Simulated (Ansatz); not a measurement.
## Ga4Ni3 in Ansatz: tuning --slots

Slab: Ga4Ni3, a slab with vacuum.

```
Ga Ni
1.0
     2.88600    0.00000    0.00000
     0.00000    2.88600    0.00000
     0.00000    0.00000   23.65800
Ga Ni
4 3
Direct
  0.00000 0.00000 0.31702
  0.00000 0.00000 0.43901
  0.00000 0.00000 0.56099
  0.00000 0.00000 0.68298
  0.50000 0.50000 0.37801
  0.50000 0.50000 0.50000
  0.50000 0.50000 0.62199
```

```yaml
Program: Ansatz 0.2.0
Task: tuning run
Functional: r2SCAN
Potentials_or_basis: Ansatz PAW
Cutoff: "500 eV (not typed: the program's choice for these potentials)"
k_mesh: 7 × 7 × 1
Occupations: cold, width 0.05 eV
Spin: collinear spin, ferromagnetic start
Starting_moments: "[0.0, 1.0, 0.0, 1.0, 0.0, 1.0, 0.0] μB"
```

These are the settings of the first run; the series varies --slots, with any setting tied to it.

Hardware: 16 threads of Arm Neoverse N1.

```tsv
--slots	energy less the last converged row (meV/atom)	SCF cycles	wall time (s)	peak memory (GiB)
16	0.00	22	13	1.8
8	0.00	22	13	1.6
4	0.00	22	14	1.4
2	0.00	22	17	1.2
1	0.00	22	24	1.2
```

Fastest here: 16 (13 s), level within noise with 8, 4; slowest of those that converged: 1 (24 s). These are single runs, one after another on one machine, so differences under about a fifth mean little.

Caveat: the magnetic or orbital state may not be the lowest.
